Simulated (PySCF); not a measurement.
# ErH6N2 (Er(NH3)23+): the cost of one run

Method: BP86, Er lcecp-1-SVP with ECP57, N def2-SVP, H def2-SVP; scalar-relativistic core potentials, no spin–orbit coupling; program: PySCF 2.14.0.

1 further run of the same task is left out (for a known fault of the program).

## (1) Starting geometry

9 atoms, charge 3, spin multiplicity 1.

Bond lengths: Er1–N2 2.482 Å, Er1–N6 2.482 Å, N2–H3 1.020 Å, N2–H4 1.020 Å, N2–H5 1.020 Å, N6–H7 1.020 Å, N6–H8 1.020 Å, N6–H9 1.020 Å. Angles: N2–Er1–N6 180.0°, Er1–N2–H3 113.0°, Er1–N2–H4 113.0°, Er1–N2–H5 113.0°, H3–N2–H4 105.8°, H3–N2–H5 105.8°, H4–N2–H5 105.8°, Er1–N6–H7 113.0°, Er1–N6–H8 113.0°, Er1–N6–H9 113.0°, H7–N6–H8 105.8°, H7–N6–H9 105.8°, H8–N6–H9 105.8°.

As a file:

```
Er    0.0000    0.0000    0.0000
N     0.0000    0.0000    2.4825
H     0.8133    0.4696    2.8805
H    -0.8133    0.4696    2.8805
H     0.0000   -0.9392    2.8805
N     0.0000    0.0000   -2.4825
H     0.8133   -0.4696   -2.8805
H    -0.8133   -0.4696   -2.8805
H     0.0000    0.9392   -2.8805
```

Formal oxidation states: Er +3. Each metal's 11 4f electrons lie in its core potential, so multiplicities, spins and levels count the valence alone.

## (2) SCF at the start, singlet

run.py (the lines that set the calculation) reads:

```python
mol = gto.M(atom='''
Er     0.00000     0.00000     0.00000
N      0.00000     0.00000     2.48250
H      0.81330     0.46960     2.88050
H     -0.81330     0.46960     2.88050
H      0.00000    -0.93920     2.88050
N      0.00000     0.00000    -2.48250
H      0.81330    -0.46960    -2.88050
H     -0.81330    -0.46960    -2.88050
H      0.00000     0.93920    -2.88050''',
    basis={'Er': 'lcecp-1-SVP', 'N': 'def2-SVP', 'H': 'def2-SVP'},
    ecp={'Er': 'lcecp-1-SVP'},
    charge=3, spin=0)
mf = dft.RKS(mol, xc='B88,P86')
mf.grids.atom_grid = (50, 194)  # f atoms: unpruned, at least (60, 302)
mf = mf.density_fit()  # fitting sets: Er AutoAux, N def2-universal-JKFIT, H def2-universal-JKFIT
mf.conv_tol = 1e-08; mf.max_cycle = 55
mf.kernel(dm0)  # dm0: free metal ions and neutral atoms
```

Launch:

```sh
$ OMP_NUM_THREADS=2 python run.py
```

What time and memory should one allow on 2 threads of Intel Xeon Platinum 8488C (Sapphire Rapids), shared host?

About 3.7 s, with a peak of 0.58 GiB.
